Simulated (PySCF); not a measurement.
# H4O2Ti ([Ti(H2O)2]2+): the cost of one run

Programs: PySCF 2.14.0, with routines of our own; each step states its level. All values are computed. Atoms count from 0.

## 1. The starting structure

7 atoms, charge 2, states of the metal's open shell are computed; geometry from: model geometry, bond lengths from ionic radii.

## 2. Ligand-field states: state-averaged CASSCF

What the job is given:

```
{"job": {"kind": "lf", "basis": {"metal": "x2c-TZVPall", "ligand": "x2c-SVPall"}, "nevpt": true}, "charge": 2, "metal": "Ti", "open_shell": "d2"}
Ti     0.000000     0.000000     0.000000
O      0.000000     0.000000     1.980000
H      0.775000     0.000000     2.555000
H     -0.775000     0.000000     2.555000
O      0.000000     0.000000    -1.980000
H      0.775000     0.000000    -2.555000
H     -0.775000     0.000000    -2.555000
```

Level: state-averaged CASSCF of the metal d shell, SC-NEVPT2 on the averaged canonical orbitals, state-interaction spin-orbit coupling.

Launch:

```console
$ OMP_NUM_THREADS=1 python lf_run.py task.json out
```

One launch serves the whole session: the jobs run in the order shown.

**Question.** How long does this first job take on 1 thread of Arm Neoverse V2, shared host, and how much memory does it need?

About 2.7 s, with a peak of 0.25 GiB.
